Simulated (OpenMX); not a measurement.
Fe in OpenMX: the effect of Hubbard term

The system is Fe, a sheet with vacuum.

```
Fe
1.0
     2.31119    0.00000    0.00000
     0.00000    2.31119    0.00000
     0.00000    0.00000   23.80000
Fe
1
Cartesian
  0.0000 0.0000 7.0001
```

The cell was built by a generator and needn't be a form met in nature.

Alike in all runs:

```yaml
Program: OpenMX 3.8.5
Task: density of states
Functional: PBE
Potentials_or_basis: OpenMX 2013 PBE set, Fe6.0H-s3p2d2, grid cutoff 500 Ry
k_mesh: 9 × 9 × 1
Occupations: fermi-dirac, width 0.05 eV
Spin: collinear spin, ferromagnetic start
Starting_moments: "[3.0] μB"
Hubbard_projector: dual
Start_of_the_occupations: no orbital polarisation
Hubbard_shell: Fe d
Mixing_scheme: rmm-diisk
SCF_threshold: 1e-07 Ha
Solver: band
Max_SCF_cycles: 120
k_mesh_for_the_DOS: 12 × 12 × 1
```

Q: One run gave: moment 3.11 μB. Which Hubbard term did it use?
A. Fe U = 2 eV
B. Fe U = 0 eV
C. Fe U = 8 eV

A: A.

```csv
Hubbard term,moment (μB)
Fe U = 0 eV,2.81
Fe U = 2 eV,3.11
Fe U = 8 eV,3.73
```

Caveats: no basis functions reach into the vacuum, so the work function isn't listed; the basis of atomic orbitals isn't converged, which shifts pressures, moduli and gaps; the U is typed as a test and isn't derived for this compound; U acts on the first radial function of the shell alone, so its value doesn't carry over to other programs (some runs).
